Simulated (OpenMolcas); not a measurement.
# Ta³⁺ among point charges: CASSCF and CASPT2 levels and susceptibility

How does a field of 5 point charges split the states of Ta³⁺, and what χT follows?

The numbers are computed with OpenMolcas 26.06 (state-averaged CASSCF and CASPT2, spin-orbit coupling by RASSI with atomic mean-field integrals), except any that are marked as measured or tabulated.

## 1. Starting point

```
Species                           : Ta³⁺ (tantalum, Z = 73, 70 electrons)
Basis                             : ANO-RCC-VTZP [8s7p5d3f2g1h], 104 functions
Scalar Hamiltonian                : DKH2, point nucleus
Inactive shells                   : 1s 2s 2p 3s 3p 3d 4s 4p 4d 4f 5s 5p
Active space                      : 2 electrons in 5 orbitals (5d)
Some configurations of this space : 5d²
Orbitals                          : optimised for each spin and parity, averaged over all roots
```

Outer shells as boxes (Hund's rule):

5d2
```
5d [↑ ][↑ ][  ][  ][  ]
```

The ion sits among 5 point charges of -1 e arranged as a square pyramid (C4v), 2.23 Å from the ion, with the axial distance 2.587 Å.

Each step is its own input file, run in one work folder so that later steps find the files of earlier ones. Labels, J, g values, rates, χT and fits are worked out afterwards by a script from the matrices that RASSI stores.

## 2. GATEWAY and SEWARD: basis and integrals

a.inp reads:

```
&GATEWAY
Coord
1

Ta 0.0 0.0 0.0
Basis=ANO-RCC-VTZP
Group=NoSym
NoMove
AngMom=0.0 0.0 0.0
AMFI
XField
5 Angstrom 0
2.230000 0.000000 0.000000 -1.000000
0.000000 2.230000 0.000000 -1.000000
-2.230000 0.000000 0.000000 -1.000000
0.000000 -2.230000 0.000000 -1.000000
0.000000 0.000000 2.586800 -1.000000
&SEWARD
```

Command:

```
$ OMP_NUM_THREADS=1 MOLCAS_MEM=1689 MOLCAS_PROJECT=a pymolcas a.inp > a.log
```

## 3. Reference wave functions, triplets, 10 roots

a.inp reads:

```
&RASSCF
FileOrb=start.orb
Symmetry=1
Spin=3
nActEl=2 0 0
Inactive=34
Ras2=5
CIRoot=10 10 1
SDav=10
CIMx=300
Iter=120 100
PrWF=0.3
OrbListing=Nothing
MaxOrb=0
>>> COPY $Project.JobIph JOB001
```

start.orb holds the contracted functions of the basis, ordered by shell, or the orbitals of the step before.

## 4. CASSCF: singlets, 15 roots

a.inp reads:

```
&RASSCF
FileOrb=start.orb
Symmetry=1
Spin=1
nActEl=2 0 0
Inactive=34
Ras2=5
CIRoot=15 15 1
SDav=15
CIMx=300
Iter=120 100
PrWF=0.3
OrbListing=Nothing
MaxOrb=0
>>> COPY $Project.JobIph JOB002
```

## 5. RASSI: spin-orbit coupling between the states

a.inp reads:

```
&RASSI
NrOfJobIphs=2 10 15
1 2 3 4 5 6 7 8 9 10
1 2 3 4 5 6 7 8 9 10 11 12 13 14 15
IphNames
JOB001
JOB002
EJob
SpinOrbit
DIPRint=1.0
SOCoupling=1000.0
Subsets=2
Property=9
'ANGMOM' 1 'ANGMOM' 2 'ANGMOM' 3 'MLTPL  1' 1 'MLTPL  1' 2 'MLTPL  1' 3
'AMFI' 1 'AMFI' 2 'AMFI' 3
SOProperty=3
'ANGMOM' 1 'ANGMOM' 2 'ANGMOM' 3
```

## 6. CASPT2: IPEA 0.25, imaginary shift 0.1 (closed shells correlated: 4f 5s 5p)

a.inp reads:

```
>>> COPY JOB001 $Project.JobIph
&CASPT2
Multistate=10 1 2 3 4 5 6 7 8 9 10
NoMult
Frozen=23
IPEA=0.25
Imaginary=0.1
MaxIter=60
WThr=0.0 0.3 0.05
PrWF=0.5
NoMix
>>> COPY JOB002 $Project.JobIph
&CASPT2
Multistate=15 1 2 3 4 5 6 7 8 9 10 11 12 13 14 15
NoMult
Frozen=23
IPEA=0.25
Imaginary=0.1
MaxIter=60
WThr=0.0 0.3 0.05
PrWF=0.5
NoMix
```

(Steps that only read results are left out.)

What does the calculation give? Wanted: spin-free ground state; first state of the same spin within the active space; lowest level; next level.

**Answer**, as computed:

```
                                            quantity                                                                           value
                                              method  SS-CASPT2, IPEA 0.25, imaginary shift 0.1 (closed shells correlated: 4f 5s 5p)
                              spin-free ground state                                             triplet, 2-fold in its orbital part
first state of the same spin within the active space                                                             triplet at 482 cm⁻¹
                                        lowest level                                                                          1-fold
                                          next level                                                                     1252.4 cm⁻¹
                                         χT at 300 K                                                                  0.06 cm³ K/mol
                           effective moment at 300 K                                                                         0.70 μB
```

Cost by method:

| method | time of its own steps | time with the reference |
| --- | --- | --- |
| A. CASSCF | 24 s | 24 s |
| B. SS-CASPT2, IPEA 0.25, imaginary shift 0.1, +4f 5s 5p | 52 s | 76 s |

Times are of one thread on a shared host.

In words: The spin-free ground state (triplet) comes to 82 % from free-ion F terms and keeps the highest spin of the shell. χT at 300 K is 0.06, against 1.00 cm³ K/mol for the spin alone, so spin-orbit coupling lowers it. The field of point charges can differ much from that of real complexes. Point charges carry no covalency, so the field is a model and not that of real ligands.
